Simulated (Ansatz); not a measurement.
**B3LYP/def2-SVP (core potential) run of InSi2H7 (SMILES [SiH3][SiH2][InH2])**

Aim: the vertical ionisation energy of InSi2H7 at B3LYP/def2-SVP (core potential), from 2 runs. 

The results are computed with Ansatz 0.2.0.

54 further runs of the same task are left out: 54 set aside as unsound or not needed.

### 1 The structure to begin with

The species is InSi2H7 (10 atoms), meant as a singlet with charge 0. SMILES: `[SiH3][SiH2][InH2]`. Geometry: relaxed at PBE0-D4/def2-TZVP.

Bond lengths: Si1–Si2 2.339 Å, Si2–In3 2.571 Å, Si1–H4 1.488 Å, Si1–H5 1.489 Å, Si1–H6 1.489 Å, Si2–H7 1.491 Å, Si2–H8 1.492 Å, In3–H9 1.728 Å, In3–H10 1.728 Å. Some angles: Si1–Si2–In3 110.2°, Si1–Si2–H7 108.2°, Si1–Si2–H8 107.8°, In3–Si2–H7 111.9°, In3–Si2–H8 111.1°, Si2–Si1–H4 112.1°, Si2–Si1–H5 109.8°, Si2–Si1–H6 109.8°, Si2–In3–H9 121.0°, Si2–In3–H10 120.2°.

### 2 A single-point energy at B3LYP/def2-SVP (core potential)

Input file in.yaml:

```yaml
crystal:
  periodic: [false, false, false]
  atoms:
    - symbol: Si
      position_ang: [-1.450900, 0.732300, -0.821600]
    - symbol: Si
      position_ang: [0.023100, -0.982700, -0.222400]
    - symbol: In
      position_ang: [1.884800, -0.062700, 1.293100]
    - symbol: H
      position_ang: [-2.541100, 0.248700, -1.711500]
    - symbol: H
      position_ang: [-0.707700, 1.812100, -1.527500]
    - symbol: H
      position_ang: [-2.065700, 1.320500, 0.400500]
    - symbol: H
      position_ang: [-0.761300, -2.056900, 0.451800]
    - symbol: H
      position_ang: [0.588700, -1.557900, -1.477300]
    - symbol: H
      position_ang: [1.761400, -0.160900, 3.013900]
    - symbol: H
      position_ang: [3.268800, 0.707500, 0.601100]
basis:
  gaussian: {orbitals: def2-SVP}
magnetization: {spin_polarized: false, initial_magnetization: 0}
hamiltonian: {xc: {name: B3LYP}}
accuracy: high
output: {orbitals: {seedname: orbitals}}
```

Launch:

```console
$ ansatz run in.yaml --threads 1 --pin off --max-ram 3480MiB --events-out events.jsonl --progress --plain --runs-dir runs
```

Output:

```text
Warning: RAYON_NUM_THREADS=1 ignored (pool sized by the plan → 1); use --threads N
Functional definition: B3LYP
  name "B3LYP"
  parameter a0 = 0.2
  parameter ax = 0.72
  parameter ac = 0.81
  exchange = (1 - a0 - ax)*slater_x + ax*b88_x + a0*exact_x
  correlation = (1 - ac)*vwn_rpa_c + ac*lyp_c
2240 factors; integrals over basis functions are off by at most 8.6e-9 eV
mean field evaluation 1: about -21039.1563 eV, gradient 1.6e1 eV
mean field evaluation 2: about -21039.8144 eV, gradient 1.1e1 eV
mean field evaluation 4: about -21040.2061 eV, gradient 2.5e-1 eV
mean field evaluation 8: about -21040.2854 eV, gradient 6.6e-2 eV
mean field evaluation 16: about -21040.2854 eV, gradient 2.9e-6 eV
mean field -21040.28538443 eV, -773.2162262603 hartree, gradient 9.2e-8 eV, S^2 0.000000; 0 other end points of the search recorded, 0 dependent functions left out
reference -21040.28543504 eV, -773.2162281201 hartree; 28, 28 occupied and 69, 69 virtual orbitals, 2240 factors
Total energy: -21040.28543504 eV, -773.2162281201 hartree
```

Wall time 11 s (1 thread of Arm Neoverse V1, shared host); peak memory 0.38 GiB.

### 3 The doublet cation, same level

Input file job.yaml:

```yaml
crystal:
  periodic: [false, false, false]
  atoms:
    - symbol: Si
      position_ang: [-1.450900, 0.732300, -0.821600]
    - symbol: Si
      position_ang: [0.023100, -0.982700, -0.222400]
    - symbol: In
      position_ang: [1.884800, -0.062700, 1.293100]
    - symbol: H
      position_ang: [-2.541100, 0.248700, -1.711500]
    - symbol: H
      position_ang: [-0.707700, 1.812100, -1.527500]
    - symbol: H
      position_ang: [-2.065700, 1.320500, 0.400500]
    - symbol: H
      position_ang: [-0.761300, -2.056900, 0.451800]
    - symbol: H
      position_ang: [0.588700, -1.557900, -1.477300]
    - symbol: H
      position_ang: [1.761400, -0.160900, 3.013900]
    - symbol: H
      position_ang: [3.268800, 0.707500, 0.601100]
basis:
  gaussian: {orbitals: def2-SVP}
total_charge: 1
hamiltonian: {xc: {name: B3LYP}}
magnetization: {spin_polarized: true, initial_magnetization: 1}
output: {orbitals: {seedname: orbitals}}
accuracy: high
```

Launch:

```console
$ ansatz run job.yaml --threads 1 --pin off --max-ram 3480MiB --events-out events.jsonl --progress --plain --runs-dir runs
```

Output, shortened:

```text
Warning: RAYON_NUM_THREADS=1 ignored (pool sized by the plan → 1); use --threads N
[... 7 set-up lines as earlier in the session ...]
2236 factors; integrals over basis functions are off by at most 8.6e-9 eV
mean field evaluation 1: about -21029.4816 eV, gradient 1.3e1 eV
mean field evaluation 2: about -21029.3870 eV, gradient 1.4e1 eV
mean field evaluation 4: about -21031.1340 eV, gradient 4.8e-1 eV
mean field evaluation 8: about -21031.2231 eV, gradient 7.3e-2 eV
mean field evaluation 16: about -21031.2232 eV, gradient 4.9e-4 eV
mean field evaluation 32: about -21030.3556 eV, gradient 5.2e0 eV
mean field -21031.22315376 eV, -772.8831954256 hartree, gradient 6.6e-8 eV, S^2 0.754856; 4 other end points of the search recorded, 0 dependent functions left out
reference -21031.22320633 eV, -772.8831973574 hartree; 28, 27 occupied and 69, 70 virtual orbitals, 2236 factors
Total energy: -21031.22320633 eV, -772.8831973574 hartree
```

Wall time 25 s (1 thread of Arm Neoverse V1, shared host); peak memory 0.55 GiB.

### 4 What came out

At B3LYP/def2-SVP (core potential):

```
                                          quantity          value
                     singlet InSi2H7: total energy  -773.21623 Eh
                      singlet InSi2H7: HOMO energy       -7.05 eV
                      singlet InSi2H7: LUMO energy       -2.41 eV
                    singlet InSi2H7: HOMO–LUMO gap        4.65 eV
                      doublet cation: total energy  -772.88320 Eh
doublet cation: HOMO energy (highest over α and β)      -12.93 eV
 doublet cation: LUMO energy (lowest over α and β)      -11.06 eV
                              doublet cation: ⟨S²⟩          0.755
vertical ionisation energy (to the doublet cation)       9.062 eV
```

What this shows: Removing an electron at fixed nuclei costs 9.06 eV (209 kcal/mol). The negative HOMO energy of the first species, 7.05 eV, lies 2.01 eV below that difference.
